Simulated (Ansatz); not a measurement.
Hf2Pd2Se2Br2O3:

```
Hf Pd Se Br O
1.0
    -1.89227    2.67212   12.28423
     1.89227   -2.67212   12.28423
     1.89227    2.67212  -12.28423
Hf Pd Se Br O
2 2 2 2 3
Direct
  0.92095 0.92095 0.00000
  0.07905 0.07905 0.00000
  0.68332 0.68332 0.00000
  0.31668 0.31668 0.00000
  0.61777 0.11777 0.50000
  0.38223 0.88223 0.50000
  0.78660 0.78660 0.00000
  0.21340 0.21340 0.00000
  0.90121 0.40121 0.50000
  0.09879 0.59879 0.50000
  0.00000 0.00000 0.00000
```

The cell was built by a generator and needn't be a form met in nature.

Base run:

* Program: Ansatz 0.2.0
* Functional: PBE
* Potentials or basis: Ansatz PAW
* Cutoff: 420 eV (not typed: the program's choice for these potentials)
* k mesh: 9 × 9 × 9
* Occupations: fermi-dirac, width 0.05 eV
* Spin: no spin polarisation

Its results: band gap on the k mesh none (metal or under the smearing width); pressure 0.0 GPa; largest force 0.009 eV/Å.

Question: The run is repeated on the same cell with these changes: potentials or basis from Ansatz PAW to PseudoDojo standard (PBE files); cutoff from 420 eV (not typed: the program's choice for these potentials) to 1170 eV; valence electrons from 152 to 124. What comes out?

Answer: Band gap on the k mesh none (metal or under the smearing width); pressure -0.5 GPa; largest force 0.094 eV/Å.
